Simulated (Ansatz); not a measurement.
# CH5FO2Si, SMILES C[Si](O)(O)F: a single point in a Gaussian basis

With Ansatz 0.2.0 through its Python package.

Notebook, run cell by cell (the value of a cell's last expression is shown):

In [1]:
```python
from pathlib import Path

import ansatz as az
import numpy as np
```

In [2]:
```python
BASIS = "6-31G"
METHOD = "ccsd"
```

In [3]:
```python
molecule = (
    az.Crystal.molecule()
    .atom("C", (-0.9666, 0.4037, -0.8568))
    .atom("Si", (0.277, -0.0264, 0.3504))
    .atom("O", (-0.3472, -0.4996, 1.8024))
    .atom("O", (1.3732, -1.1987, -0.1943))
    .atom("F", (1.2124, 1.2452, 0.6002))
    .atom("H", (-1.6402, 1.2785, -0.4898))
    .atom("H", (-1.6463, -0.3934, -1.0925))
    .atom("H", (-0.5313, 0.8023, -1.8166))
    .atom("H", (0.3722, -0.763, 2.4866))
    .atom("H", (1.98, -0.8996, -0.7867))
)
```

In [4]:
```python
setup = (
    molecule.calculation()
    .basis(gaussian=BASIS)
    .correlation(METHOD, electrons="valence")
    .accuracy("high")
    .forces()
    .orbitals()
)
done = setup.run(threads=1, runs_dir="ch5fo2si_runs")
r = done.report
```

In [5]:
```python
r["positions_ang"]
```
Out [5]:
```text
[[-0.9666, 0.4037, -0.8568], [0.277, -0.0264, 0.3504], [-0.3472, -0.4996, 1.8024],
 [1.3732, -1.1987, -0.1943], [1.2124, 1.2452, 0.6002], [-1.6402, 1.2785, -0.4898],
 [-1.6463, -0.3934, -1.0925], [-0.5313, 0.8023, -1.8166], [0.3722, -0.763, 2.4866],
 [1.98, -0.8996, -0.7867]]
```

In [6]:
```python
r["published_state_doubts"]
```
Out [6]:
```text
[]
```

In [7]:
```python
print(f"E = {r['free_energy_ev']:.6f} eV = {r['free_energy_ev'] / 27.211386246:.7f} Ha")
print("converged:", r["converged"], " doubts:", r["published_state_doubts"] or "none")
```
```text
E = -15765.763194 eV = -579.3811110 Ha
converged: True  doubts: none
```

In [8]:
```python
parts = r["correlation"]
for name in ("random_phase", "coupled_cluster", "perturbative"):
    if name in parts:
        print(f"{name:16s} {parts[name]['energy']['hartree']:12.7f} Ha")
if "second_order" in parts:
    pair = parts["second_order"]
    print(f"MP2 same spin {pair['same_spin']['hartree']:.7f} Ha, opposite spin {pair['opposite_spin']['hartree']:.7f} Ha")

symbols = [site.symbol for site in molecule.cartesian_sites]
forces = np.array(r["forces_ev_ang"])
print("largest force", round(float(np.linalg.norm(forces, axis=1).max()), 4), "eV/A, rms", round(float(np.sqrt((forces ** 2).mean())), 4))
```
```text
coupled_cluster    -0.5310543 Ha
MP2 same spin -0.1272786 Ha, opposite spin -0.3831429 Ha
largest force 4.9597 eV/A, rms 1.8123
```

In [9]:
```python
charges = r["charge_distribution"]
print("dipole moment", round(4.803205 * float(np.linalg.norm(charges["dipole_moment_e_ang"])), 3), "D")
print("Mulliken:", [(s, round(q, 3)) for s, q in zip(symbols, charges["mulliken_charges_e"])])
```
```text
dipole moment 1.677 D
Mulliken: [('C', -0.819), ('Si', 1.6), ('O', -0.839), ('O', -0.841), ('F', -0.519), ('H', 0.191), ('H', 0.204), ('H', 0.186), ('H', 0.433), ('H', 0.404)]
```

In [10]:
```python
lines = Path(r["orbitals_path"]).read_text().splitlines()
field_of = lambda key: [line.split("=")[1].strip() for line in lines if line.startswith(key)]
orbitals = [(27.211386 * float(e), s, float(n)) for e, s, n in zip(field_of("Ene="), field_of("Spin="), field_of("Occup="))]
homo = max(e for e, _, n in orbitals if n > 0.5)
lumo = min(e for e, _, n in orbitals if n < 0.5)
for e, spin, n in sorted(orbitals):
    if homo - 10 < e < lumo + 5:
        print(f"{spin:6s} {e:10.3f} eV  occupation {n:.0f}")
```
```text
Alpha     -21.426 eV  occupation 2
Alpha     -19.498 eV  occupation 2
Alpha     -19.105 eV  occupation 2
Alpha     -18.325 eV  occupation 2
Alpha     -17.976 eV  occupation 2
Alpha     -15.897 eV  occupation 2
Alpha     -15.830 eV  occupation 2
Alpha     -15.212 eV  occupation 2
Alpha     -15.037 eV  occupation 2
Alpha     -14.430 eV  occupation 2
Alpha     -14.387 eV  occupation 2
Alpha     -13.504 eV  occupation 2
Alpha       4.371 eV  occupation 0
Alpha       5.218 eV  occupation 0
Alpha       6.075 eV  occupation 0
Alpha       6.127 eV  occupation 0
Alpha       6.980 eV  occupation 0
Alpha       7.551 eV  occupation 0
Alpha       8.243 eV  occupation 0
Alpha       9.236 eV  occupation 0
```

Caveats:
- The settings weren't tested for convergence.
- The geometry is a force-field or estimated start, not a minimum of this method, and the basis set is short of its limit.
- Alpha marks a spatial orbital of a restricted run, filled by both spins.
- Levels such as HOMO and LUMO are orbital energies: in Hartree-Fock the gap is too wide and the LUMO hangs on the basis.
- The whole script took 16 s on 1 thread of Arm Neoverse V1, on a shared host, peak memory 0.36 GiB.

(Lines on the test bed's own set-up are left out of the output.)
